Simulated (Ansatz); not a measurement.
# CH₄CoO₄−: geometry and frequencies at several levels

Aim: geometry and frequencies at several levels, for CH₄CoO₄−, with the cost of each level. Charge -1.

Method: the levels named in each step, in Ansatz 0.2.0.

## Step 1: The starting structure

Bond lengths: O2–C3 1.176 Å, C3–Co4 1.693 Å, Co4–O5 1.851 Å, Co4–O6 1.862 Å, O1–H7 0.976 Å, O1–H8 0.968 Å, O5–H9 0.953 Å, O6–H10 0.953 Å. Angles: O2–C3–Co4 179.1°, C3–Co4–O5 104.2°, C3–Co4–O6 103.7°, O5–Co4–O6 152.0°, Co4–O5–H9 126.3°, Co4–O6–H10 126.4°, H7–O1–H8 104.3°.

Coordinates:

```xyz
10

O     1.2764   -0.0251   -2.4000
O    -1.5020   -0.2266    2.3874
C    -0.8587   -0.1215    1.4083
Co    0.0462    0.0391   -0.0139
O     1.5934   -0.9194    0.3209
O    -1.0227    1.1108   -1.0988
H     1.5803   -0.4167   -1.5595
H     0.4653    0.4486   -2.1645
H     1.8167   -1.3647    1.1338
H    -1.8644    1.4920   -0.8637
```

## Step 2: A rough first relaxation, PBE-D4/def2-SVPD

Contents of input.yaml:

```yaml
crystal:
  periodic: [false, false, false]
  atoms:
    - { symbol: O, position_ang: [1.27643, -0.02512, -2.39999] }
    - { symbol: O, position_ang: [-1.502, -0.22658, 2.3874] }
    - { symbol: C, position_ang: [-0.85866, -0.12146, 1.40832] }
    - { symbol: Co, position_ang: [0.04617, 0.03914, -0.01386] }
    - { symbol: O, position_ang: [1.59342, -0.91939, 0.32085] }
    - { symbol: O, position_ang: [-1.02273, 1.11083, -1.09877] }
    - { symbol: H, position_ang: [1.58029, -0.41665, -1.55948] }
    - { symbol: H, position_ang: [0.46531, 0.44862, -2.16452] }
    - { symbol: H, position_ang: [1.81666, -1.36466, 1.13375] }
    - { symbol: H, position_ang: [-1.86439, 1.49196, -0.86373] }
total_charge: -1
basis:
  gaussian: { orbitals: def2-SVPD }
hamiltonian:
  xc: pbe
  dispersion: d4
relax:
  f_tol: 0.03
  max_steps: 200
```

Launch:

```bash
> ansatz run input.yaml --threads 4 --pin off --max-ram 10240MiB --backend cpu --events-out ev --progress --plain --runs-dir out
```

The runs that follow: Relaxation, HF/STO-3G; Frequencies, HF/STO-3G; Relaxation, HF/def2-SVPD; Frequencies, HF/def2-SVPD; Relaxation, LDA/def2-SVPD; Frequencies, LDA/def2-SVPD; Relaxation, PBE-D4/def2-SVPD; Frequencies, PBE-D4/def2-SVPD.

Q: Predict the outcome of this session. Wanted: O2–C3 at PBE-D4/def2-SVPD; C3–Co4 at PBE-D4/def2-SVPD; Co4–O5 at PBE-D4/def2-SVPD; frequencies at PBE-D4/def2-SVPD.

**Answer**, as computed:

| quantity | value |
| --- | --- |
| O2–C3 at PBE-D4/def2-SVPD | 1.192 Å |
| C3–Co4 at PBE-D4/def2-SVPD | 1.647 Å |
| Co4–O5 at PBE-D4/def2-SVPD | 1.842 Å |
| frequencies at PBE-D4/def2-SVPD | 37 to 3686 cm⁻¹ |

In words: The O–C distance spreads over 0.072 Å, from HF/def2-SVPD (shortest) to PBE-D4/def2-SVPD. No mode is imaginary, so the geometry is a minimum.
